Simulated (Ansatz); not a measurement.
# GeMo17S36: the cost of one run

Method: DFT, PBE, plane-wave PAW, default files, scalar-relativistic, in Ansatz 0.2.0.

### Step 1. The system as given

It takes space group P-6m2 (No. 187, hexagonal). Conventional cell: a = 9.507 Å, b = 9.507 Å, c = 12.324 Å, α = 90.00°, β = 90.00°, γ = 120.00°. Ge (site symmetry -6m2) is surrounded by 6 S at 2.41 Å. Mo (site symmetry m) has 6 S at 2.41 Å as nearest neighbours. Mo (site symmetry -6m2) has 6 S at 2.41 Å as nearest neighbours. Mo (site symmetry mm2) is surrounded by 6 S at 2.41 Å. S (site symmetry 3m) has 3 Mo at 2.41 Å as nearest neighbours. Only part of the 14 independent sites is listed.

Structure file:

```cif
data_structure
_symmetry_space_group_name_H-M 'P 1'
_symmetry_Int_Tables_number 1
_cell_length_a 9.5070
_cell_length_b 9.5070
_cell_length_c 12.3240
_cell_angle_alpha 90.000
_cell_angle_beta 90.000
_cell_angle_gamma 120.000
_cell_volume 964.65
loop_
_atom_site_label
_atom_site_type_symbol
_atom_site_fract_x
_atom_site_fract_y
_atom_site_fract_z
_atom_site_occupancy
Ge1 Ge 0.11111 0.22222 0.25000 1
Mo1 Mo 0.11111 0.55556 0.25000 1
Mo2 Mo 0.11111 0.88889 0.25000 1
Mo3 Mo 0.44444 0.22222 0.25000 1
Mo4 Mo 0.44444 0.55556 0.25000 1
Mo5 Mo 0.44444 0.88889 0.25000 1
Mo6 Mo 0.77778 0.22222 0.25000 1
Mo7 Mo 0.77778 0.55556 0.25000 1
Mo8 Mo 0.77778 0.88889 0.25000 1
Mo9 Mo 0.22222 0.11111 0.75000 1
Mo10 Mo 0.22222 0.44444 0.75000 1
Mo11 Mo 0.22222 0.77778 0.75000 1
Mo12 Mo 0.55556 0.11111 0.75000 1
Mo13 Mo 0.55556 0.44444 0.75000 1
Mo14 Mo 0.55556 0.77778 0.75000 1
Mo15 Mo 0.88889 0.11111 0.75000 1
Mo16 Mo 0.88889 0.44444 0.75000 1
Mo17 Mo 0.88889 0.77778 0.75000 1
S1 S 0.11111 0.22222 0.62300 1
S2 S 0.11111 0.55556 0.62300 1
S3 S 0.11111 0.88889 0.62300 1
S4 S 0.44444 0.22222 0.62300 1
S5 S 0.44444 0.55556 0.62300 1
S6 S 0.44444 0.88889 0.62300 1
S7 S 0.77778 0.22222 0.62300 1
S8 S 0.77778 0.55556 0.62300 1
S9 S 0.77778 0.88889 0.62300 1
S10 S 0.22222 0.11111 0.12300 1
S11 S 0.22222 0.44444 0.12300 1
S12 S 0.22222 0.77778 0.12300 1
S13 S 0.55556 0.11111 0.12300 1
S14 S 0.55556 0.44444 0.12300 1
S15 S 0.55556 0.77778 0.12300 1
S16 S 0.88889 0.11111 0.12300 1
S17 S 0.88889 0.44444 0.12300 1
S18 S 0.88889 0.77778 0.12300 1
S19 S 0.11111 0.22222 0.87700 1
S20 S 0.11111 0.55556 0.87700 1
S21 S 0.11111 0.88889 0.87700 1
S22 S 0.44444 0.22222 0.87700 1
S23 S 0.44444 0.55556 0.87700 1
S24 S 0.44444 0.88889 0.87700 1
S25 S 0.77778 0.22222 0.87700 1
S26 S 0.77778 0.55556 0.87700 1
S27 S 0.77778 0.88889 0.87700 1
S28 S 0.22222 0.11111 0.37700 1
S29 S 0.22222 0.44444 0.37700 1
S30 S 0.22222 0.77778 0.37700 1
S31 S 0.55556 0.11111 0.37700 1
S32 S 0.55556 0.44444 0.37700 1
S33 S 0.55556 0.77778 0.37700 1
S34 S 0.88889 0.11111 0.37700 1
S35 S 0.88889 0.44444 0.37700 1
S36 S 0.88889 0.77778 0.37700 1
```

Atom 1 of the input is the impurity.

### Step 2. First run, atoms as given

Input file input.yaml:

```yaml
crystal:
  lattice:
    - [9.507, 0.0, 0.0]
    - [-4.7535, 8.2333035138, 0.0]
    - [0.0, 0.0, 12.324]
  atoms:
    - { symbol: Ge, position: [0.1111111111, 0.2222222222, 0.25] }
    - { symbol: Mo, position: [0.1111111111, 0.5555555556, 0.25] }
    - { symbol: Mo, position: [0.1111111111, 0.8888888889, 0.25] }
    - { symbol: Mo, position: [0.4444444444, 0.2222222222, 0.25] }
    - { symbol: Mo, position: [0.4444444444, 0.5555555556, 0.25] }
    - { symbol: Mo, position: [0.4444444444, 0.8888888889, 0.25] }
    - { symbol: Mo, position: [0.7777777778, 0.2222222222, 0.25] }
    - { symbol: Mo, position: [0.7777777778, 0.5555555556, 0.25] }
    - { symbol: Mo, position: [0.7777777778, 0.8888888889, 0.25] }
    - { symbol: Mo, position: [0.2222222222, 0.1111111111, 0.75] }
    - { symbol: Mo, position: [0.2222222222, 0.4444444444, 0.75] }
    - { symbol: Mo, position: [0.2222222222, 0.7777777778, 0.75] }
    - { symbol: Mo, position: [0.5555555556, 0.1111111111, 0.75] }
    - { symbol: Mo, position: [0.5555555556, 0.4444444444, 0.75] }
    - { symbol: Mo, position: [0.5555555556, 0.7777777778, 0.75] }
    - { symbol: Mo, position: [0.8888888889, 0.1111111111, 0.75] }
    - { symbol: Mo, position: [0.8888888889, 0.4444444444, 0.75] }
    - { symbol: Mo, position: [0.8888888889, 0.7777777778, 0.75] }
    - { symbol: S, position: [0.1111111111, 0.2222222222, 0.623] }
    - { symbol: S, position: [0.1111111111, 0.5555555556, 0.623] }
    - { symbol: S, position: [0.1111111111, 0.8888888889, 0.623] }
    - { symbol: S, position: [0.4444444444, 0.2222222222, 0.623] }
    - { symbol: S, position: [0.4444444444, 0.5555555556, 0.623] }
    - { symbol: S, position: [0.4444444444, 0.8888888889, 0.623] }
    - { symbol: S, position: [0.7777777778, 0.2222222222, 0.623] }
    - { symbol: S, position: [0.7777777778, 0.5555555556, 0.623] }
    - { symbol: S, position: [0.7777777778, 0.8888888889, 0.623] }
    - { symbol: S, position: [0.2222222222, 0.1111111111, 0.123] }
    - { symbol: S, position: [0.2222222222, 0.4444444444, 0.123] }
    - { symbol: S, position: [0.2222222222, 0.7777777778, 0.123] }
    - { symbol: S, position: [0.5555555556, 0.1111111111, 0.123] }
    - { symbol: S, position: [0.5555555556, 0.4444444444, 0.123] }
    - { symbol: S, position: [0.5555555556, 0.7777777778, 0.123] }
    - { symbol: S, position: [0.8888888889, 0.1111111111, 0.123] }
    - { symbol: S, position: [0.8888888889, 0.4444444444, 0.123] }
    - { symbol: S, position: [0.8888888889, 0.7777777778, 0.123] }
    - { symbol: S, position: [0.1111111111, 0.2222222222, 0.877] }
    - { symbol: S, position: [0.1111111111, 0.5555555556, 0.877] }
    - { symbol: S, position: [0.1111111111, 0.8888888889, 0.877] }
    - { symbol: S, position: [0.4444444444, 0.2222222222, 0.877] }
    - { symbol: S, position: [0.4444444444, 0.5555555556, 0.877] }
    - { symbol: S, position: [0.4444444444, 0.8888888889, 0.877] }
    - { symbol: S, position: [0.7777777778, 0.2222222222, 0.877] }
    - { symbol: S, position: [0.7777777778, 0.5555555556, 0.877] }
    - { symbol: S, position: [0.7777777778, 0.8888888889, 0.877] }
    - { symbol: S, position: [0.2222222222, 0.1111111111, 0.377] }
    - { symbol: S, position: [0.2222222222, 0.4444444444, 0.377] }
    - { symbol: S, position: [0.2222222222, 0.7777777778, 0.377] }
    - { symbol: S, position: [0.5555555556, 0.1111111111, 0.377] }
    - { symbol: S, position: [0.5555555556, 0.4444444444, 0.377] }
    - { symbol: S, position: [0.5555555556, 0.7777777778, 0.377] }
    - { symbol: S, position: [0.8888888889, 0.1111111111, 0.377] }
    - { symbol: S, position: [0.8888888889, 0.4444444444, 0.377] }
    - { symbol: S, position: [0.8888888889, 0.7777777778, 0.377] }
kpoints:
  mp_grid: { grid: [3, 3, 2] }
scf:
  occupations: { method: fermi_dirac, width: 0.01 }
hamiltonian:
  xc: pbe
  pseudopotentials: { kind: paw }
output:
  forces: true
  stress: true
  populations: true
  efg:
    quadrupole_moments_barn: { Ge: -0.196, Mo: -0.022, S: -0.0694 }
    contact_densities: true
```

Launch:

```bash
$ ansatz run input.yaml --threads 4 --pin off --max-ram 8192MiB --backend cpu --events-out ev --progress --plain --runs-dir out
```

What time and memory should one allow on 4 threads of Arm Neoverse V2, shared host?

About 87 s, with a peak of 5.2 GiB.
